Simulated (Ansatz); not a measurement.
# Ni: starts and ends of a spin-polarised SCF

Method: DFT PBE, PAW, plane waves, scalar-relativistic, in Ansatz 0.2.0.

## (1) Starting point

The structure is cubic, space group Fm-3m (No. 225). Conventional cell: a = 3.499 Å, b = 3.499 Å, c = 3.499 Å, α = 90.00°, β = 90.00°, γ = 90.00°. Around Ni (site symmetry m-3m) lie 12 Ni at 2.47 Å.

Coordinates:

```
Ni
1.0
     0.00000    3.49900    3.49900
     1.74950    0.00000    1.74950
     1.74950    1.74950    0.00000
Ni
2
Cartesian
  0.0000 0.0000 0.0000
  0.0000 1.7495 1.7495
```

Labels such as Ni2 number the atoms in the order of the input file.

Planned first: parallel moments, plain SCF; opposed moments +-, plain SCF; no spin polarisation; spin on, no moments given (the program may seed its own), plain SCF. Further starts follow from what these give.

A plain SCF has the search for lower states switched off and ends at the first converged state. Ends within 0.2 meV/atom and 0.1 μB count as one state.

Moments by site are taken inside atomic spheres; the rest lies between them.

## (2) Parallel moments, plain SCF

Contents of input.yaml:

```yaml
crystal:
  lattice:
    - [0.0, 3.499, 3.499]
    - [1.7495, 0.0, 1.7495]
    - [1.7495, 1.7495, 0.0]
  atoms:
    - { symbol: Ni, position: [0.0, 0.0, 0.0], spin: 2.0 }
    - { symbol: Ni, position: [0.5, 0.0, 0.0], spin: 2.0 }
magnetization:
  spin_polarized: true
hamiltonian:
  xc: pbe
  pseudopotentials: { kind: paw }
basis:
  ecutwfc: 420
kpoints:
  mp_grid: { grid: [6, 12, 12] }
scf:
  occupations: { method: gaussian, width: 0.1 }
  lower_state_search: "off"
output:
  forces: true
  stress: true
```

What time and memory should one allow on 2 threads of an x86-64 CPU, shared host?

About 2.3 s, with a peak of 0.38 GiB.
